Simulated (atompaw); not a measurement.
# Tm: generating and testing a PAW (atompaw) potential

Aim: build the potential from the settings below, then test how well it stands in for the atom: scattering, ghost states and the plane-wave cutoff that it needs.

Method: atompaw 4.2.0.5, LDA (PW92), scalar-relativistic.

## 1. The design

Typed settings, in words:

| Item | Value |
| --- | --- |
| element | thulium (Tm, Z = 69) |
| type | PAW |
| frozen core | [Kr] 4d10 |
| valence charge | 23 |
| reference configuration | 4f12 5s2 5p6 5d1 6s2 6p0 |
| partial waves | 5s (bound): rc 1.60 bohr; 6s (bound): rc 2.60 bohr; 5p (bound): rc 2.60 bohr; 6p (bound, empty): rc 2.25 bohr; 5d (bound): rc 2.60 bohr; 5d channel at 0.15 Ry: rc 2.60 bohr; 4f (bound): rc 1.15 bohr; 4f channel at 1.15 Ry: rc 1.15 bohr |
| local potential | vpsmatchnc scheme with l = 4 at 1 Ry, radius 2.10 bohr |
| core correction | smooth core density matched at 2.00 bohr |
| augmentation charge | besselshape compensation charge, radius 2.40 bohr; PAW radius 2.60 bohr; waves and projectors: custom polynom vanderbiltortho |

The nodes and maxima of the atom's own shells, from an earlier all-electron run, set the scale for the radii.

All-electron outer shells of the reference configuration (LDA (PW92), scalar-relativistic, ld1.x):

| shell | level (eV) | outermost node (bohr) | outermost maximum (bohr) |
| --- | --- | --- | --- |
| 4p | -333.22 | 0.26 | 0.49 |
| 4d | -178.80 | 0.24 | 0.50 |
| 5s | -57.80 | 0.59 | 1.08 |
| 5p | -30.51 | 0.63 | 1.24 |
| 4f | -9.76 | – | 0.49 |
| 6s | -4.64 | 1.46 | 3.09 |
| 5d | -2.14 | 0.71 | 1.87 |
| 6p | -1.39 | 1.78 | 4.39 |

## 2. The generation run

File Tm.input:

```
Tm 69
LDA-PW scalarrelativistic loggrid 2001 logderivrange -6 5 276
6 6 5 4 0 0
6 1 0
5 2 1
4 3 12
0 0 0
c
c
c
c
v
v
c
c
c
v
v
c
c
v
v
3
2.60 2.40 2.10 2.00
n
n
y
0.15
n
y
1.15
n
custom polynom vanderbiltortho besselshape
4 1 vpsmatchnc
1.60
2.60
2.60
2.25
2.60
2.60
1.15
1.15
PWSCFOUT
UPFDX 0.0125d0 UPFXMIN -7.d0 UPFZMESH 69.d0
END
```

Run with:

```bash
$ atompaw < Tm.input > Tm.log
```

What does the calculation give? Wanted: cutoffs for 10 and 1 mRy, occupied levels; bound ghosts; largest phase difference near zero energy, channels read; lowest eigenvalue of the overlap; share of valence orbitals outside the PAW sphere; UPF file.

**Answer**, as computed:

| quantity | value |
| --- | --- |
| cutoffs for 10 and 1 mRy, occupied levels | 160 Ry and 260 Ry |
| bound ghosts | p at -45.91 eV |
| largest phase difference near zero energy, channels read | 0.109 rad |
| lowest eigenvalue of the overlap (Bessel basis) | 0.545 (s) |
| share of valence orbitals outside the PAW sphere | 5s 0 %, 6s 80 %, 5p 3 %, 6p 95 %, 5d 47 %, 4f 1 % |
| UPF file | written |

**Reading.** It has a bound ghost (p), a state that the atom doesn't have, and that rules the file out. The potential is very hard: the looser tolerance needs 160 Ry. The slowest occupied level is 4f: taken alone it needs 160 Ry to come within 1 mRy, against 21 Ry for 5s. Near zero energy the largest phase difference among the channels read is 0.11 rad, in the s channel. In the p channel the atom's pole at -2.03 Ry sits lower, at -3.38 Ry, in the pseudo curve. The pseudo curves have a pole with no partner nearby in the atom's: s at 1.31 Ry. At positive energy that is a spurious or a displaced resonance.
